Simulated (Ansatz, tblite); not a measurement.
MoSeO: GFN1-xTB, run from Python

These are simulated results from tblite 0.8.0, not measurements. The cell was built from a prototype and was relaxed with r2SCAN in plane waves (Ansatz 0.2.0). It may be hypothetical. It is a single sheet, repeated along a and b, with vacuum along c. All runs are without spin polarisation.

The sheet's in-plane cell has a = 3.120 Å, b = 3.120 Å (γ = 120.0°), and its outermost atoms lie 2.78 Å apart along the normal. Around Mo lie 3 O at 2.06 Å and 3 Se at 2.53 Å; around O lie 3 Mo at 2.06 Å; around Se lie 3 Mo at 2.53 Å.

tblite solves periodic systems at the zone centre alone, so the script builds a cluster of 4×4×1 conventional cells (48 atoms), which folds in a coarse mesh of k points.

Input script:

```python
import json
from ase import Atoms
from ase.build import make_supercell
from ase.units import Bohr, GPa, Hartree
from tblite.interface import Calculator

atoms = Atoms(['Mo', 'O', 'Se'],
              cell=[[3.119522, -0.0, -0.0], [-1.559761, 2.701586, 0.0], [-0.0, -0.0, 29.714226]],
              scaled_positions=[[0.0, 0.0, 0.311655], [0.333333, 0.666667, 0.345293], [0.666667, 0.333333, 0.251708]],
              pbc=True)
cluster = make_supercell(atoms, [[4, 0, 0], [0, 4, 0], [0, 0, 1]])
calc = Calculator('GFN1-xTB', cluster.numbers, cluster.positions / Bohr, lattice=cluster.cell[:] / Bohr, periodic=cluster.pbc)
calc.set('temperature', 0.02 / Hartree)
calc.set('max-iter', 150)
res = calc.singlepoint()
levels = res.get('orbital-energies') * Hartree
nv = round(res.get('orbital-occupations').sum() / 2)
cells = len(cluster) // len(atoms)
out = {'energy_per_cell': res.get('energy') * Hartree / cells, 'homo': levels[nv - 1], 'lumo': levels[nv],
       'stress': (-res.get('virial') * Hartree / cluster.get_volume() / GPa).tolist(), 'charges': res.get('charges')[:len(atoms)].tolist(), 'electrons': 2 * nv / cells}
json.dump(out, open('results.json', 'w'))
for key, value in out.items():
    print(key, value)
```

Command: `python run.py`. It took 1.6 s on 1 thread of Arm Neoverse V1 (shared host), peak memory 0.11 GiB.

What it printed:

```
------------------------------------------------------------
  cycle        total energy    energy error   density error
------------------------------------------------------------
      1     -157.1064499424  -1.5710124E+02   9.4915735E-01
      2     -158.4505848380  -1.3441349E+00   4.7949642E-01
      3     -69.61938454402   8.8831200E+01   1.4582410E+00
      4     -158.9214469569  -8.9302062E+01   3.7109720E-01
      5     -161.8815757098  -2.9601288E+00   1.4781417E-01
      6     -162.9320536444  -1.0504779E+00   5.1808342E-02
      7     -162.9460108933  -1.3957249E-02   2.7788624E-02
      8     -162.9480460017  -2.0351084E-03   2.2046513E-02
      9     -162.9522106921  -4.1646905E-03   7.8374532E-03
     10     -162.9530353299  -8.2463772E-04   1.8794148E-03
     11     -162.9530477174  -1.2387538E-05   1.4124863E-03
     12     -162.9530563833  -8.6658875E-06   8.9076950E-04
     13     -162.9530609445  -4.5612427E-06   4.9055554E-04
     14     -162.9530629267  -1.9821185E-06   7.0517087E-05
     15     -162.9530629658  -3.9185551E-08   1.2766522E-05
------------------------------------------------------------

 total:                                   1.000 sec
energy_per_cell -277.1361687635381
homo -10.555154419863163
lumo -10.55515232382711
stress [[1.5659279591606328, -1.0220871386583479e-05, 6.3798343583101816e-06], [-1.0220871386722602e-05, 1.5659316697745016, -8.838466569198785e-06], [6.379834358233187e-06, -8.83846656922154e-06, -0.05879819832562602]]
charges [0.7375392766808868, -0.573677604568892, -0.16386201143948914]
electrons 18.0
```

The cycle table is in hartree for the whole cluster, and the lines after it are in eV (the energy for one cell). The printed stress is in GPa and positive in compression, and the pressure is its mean diagonal, here averaged over the vacuum too.

GFN1-xTB gives no gap at the points read. On the same cell, plane-wave PBE (Ansatz, 12×12×1 k points and the special points) gives no gap (an overlap of 0.10 eV at the points read) and r2SCAN no gap (an overlap of 0.14 eV at the points read); on shared hosts these took about 15 and 35 core-seconds on the 3-atom cell, against 1.6 for the script.

xTB was fitted mostly to molecules, and a small cluster samples few k points, so gaps, pressures and kinks along a curve can be far from a solid's.

Spin-orbit coupling is left out.
